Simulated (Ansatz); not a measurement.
# CH2F2Si (SMILES C=[Si](F)F): functionals against CCSD(T) at one geometry

The atoms stand at a structure displaced at random from a GFN2-xTB minimum. How far do the functionals agree with CCSD(T) there?

Method: single points in def2-TZVPP; program: Ansatz 0.2.0, Gaussian basis.

Cores are frozen in the correlated methods.

**1. The system as given**

SMILES `C=[Si](F)F`, 6 atoms, charge 0, spin multiplicity 1.

Atoms are counted from 1 here; the program's logs count them from 0.

Bond lengths: C1–Si2 1.996 Å, C1–H5 0.858 Å, C1–H6 1.015 Å, Si2–F3 1.610 Å, Si2–F4 1.486 Å. Angles: Si2–C1–H5 106.8°, Si2–C1–H6 110.5°, H5–C1–H6 136.6°, C1–Si2–F3 120.1°, C1–Si2–F4 134.7°, F3–Si2–F4 104.9°.

Coordinates:

```mol
CH2F2Si
  3D, bonds by distance, orders not assigned

  6  5  0  0  0  0  0  0  0  0999 V2000
   -0.2945    1.1526   -0.1393 C   0  0
    0.1596   -0.7864   -0.0012 Si  0  0
    1.2214   -1.2909    1.0982 F   0  0
   -0.1665   -1.9958   -0.8001 F   0  0
   -0.0784    1.5123    0.6095 H   0  0
   -1.0009    1.3025   -0.8527 H   0  0
  1  2  8  0
  1  5  8  0
  1  6  8  0
  2  3  8  0
  2  4  8  0
M  END
```

**2. CCSD(T)/def2-TZVPP**

run/in.yaml reads:

```yaml
crystal:
  periodic: [false, false, false]
  atoms:
    - {symbol: C, position_ang: [-0.294500, 1.152600, -0.139300]}
    - {symbol: Si, position_ang: [0.159600, -0.786400, -0.001200]}
    - {symbol: F, position_ang: [1.221400, -1.290900, 1.098200]}
    - {symbol: F, position_ang: [-0.166500, -1.995800, -0.800100]}
    - {symbol: H, position_ang: [-0.078400, 1.512300, 0.609500]}
    - {symbol: H, position_ang: [-1.000900, 1.302500, -0.852700]}
basis:
  gaussian: {orbitals: def2-TZVPP}
correlation: {method: ccsd_t}
output: {forces: true}
```

No record of the launch command was kept for these runs.

**3. PBE0-D4/def2-TZVPP**

Changes to run/in.yaml since step 2:

```diff
@@ -11,3 +11,3 @@
   gaussian: {orbitals: def2-TZVPP}
-correlation: {method: ccsd_t}
-output: {forces: true}
+hamiltonian: {xc: pbe0, dispersion: d4}
+output: {forces: true, orbitals: {seedname: orbitals}}
```

**4. wB97M-V/def2-TZVPP**

Changes to run/in.yaml since step 3:

```diff
@@ -11,3 +11,3 @@
   gaussian: {orbitals: def2-TZVPP}
-hamiltonian: {xc: pbe0, dispersion: d4}
-output: {forces: true, orbitals: {seedname: orbitals}}
+hamiltonian: {xc: {name: wB97M-V}}
+output: {forces: true}
```

**5. r2SCAN-D4/def2-TZVPP**

Changes to run/in.yaml since step 4:

```diff
@@ -11,3 +11,3 @@
   gaussian: {orbitals: def2-TZVPP}
-hamiltonian: {xc: {name: wB97M-V}}
+hamiltonian: {xc: r2scan, dispersion: d4}
 output: {forces: true}
```

**6. PBE-D4/def2-TZVPP**

Changes to run/in.yaml since step 5:

```diff
@@ -11,3 +11,3 @@
   gaussian: {orbitals: def2-TZVPP}
-hamiltonian: {xc: r2scan, dispersion: d4}
+hamiltonian: {xc: pbe, dispersion: d4}
 output: {forces: true}
```

**7. LC-wPBE/def2-TZVPP**

Changes to run/in.yaml since step 6:

```diff
@@ -11,3 +11,3 @@
   gaussian: {orbitals: def2-TZVPP}
-hamiltonian: {xc: pbe, dispersion: d4}
+hamiltonian: {xc: {name: LC-wPBE}}
 output: {forces: true}
```

**8. wB97X-V/def2-TZVPP**

Changes to run/in.yaml since step 7:

```diff
@@ -11,3 +11,3 @@
   gaussian: {orbitals: def2-TZVPP}
-hamiltonian: {xc: {name: LC-wPBE}}
+hamiltonian: {xc: {name: wB97X-V}}
 output: {forces: true}
```

(Steps that only read results are left out.)

**Question.** What will these runs give? Wanted: energy less free atoms, CCSD(T)/def2-TZVPP; RMS force component; RMS force error; HOMO and LUMO, PBE0-D4; T1 diagnostic.

The runs gave:

| quantity | value |
| --- | --- |
| energy less free atoms, CCSD(T)/def2-TZVPP | -21.253 eV |
| RMS force component | 5.946 to 6.105 eV/Å over the methods |
| RMS force error | PBE0-D4 0.090, wB97M-V 0.136, r2SCAN-D4 0.067, PBE-D4 0.279, LC-wPBE 0.271, wB97X-V 0.179 eV/Å |
| HOMO and LUMO, PBE0-D4 | -6.15 and -1.44 eV |
| T1 diagnostic | 0.017 |

In words: Against CCSD(T) the functionals' energies less atoms differ by -1.123 to -0.279 eV, PBE-D4 by -1.123 eV. A larger basis would deepen the CCSD(T) value, while the functionals are nearly converged already, so the order here is not reliable. The forces of r2SCAN-D4 come nearest to CCSD(T), those of PBE-D4 are farthest. Frozen-core CCSD(T) forces in triple zeta carry basis errors of their own, and this is one geometry, so small gaps rank nothing. The restricted Hartree–Fock reference is unstable towards an unrestricted one at one or more of these structures.
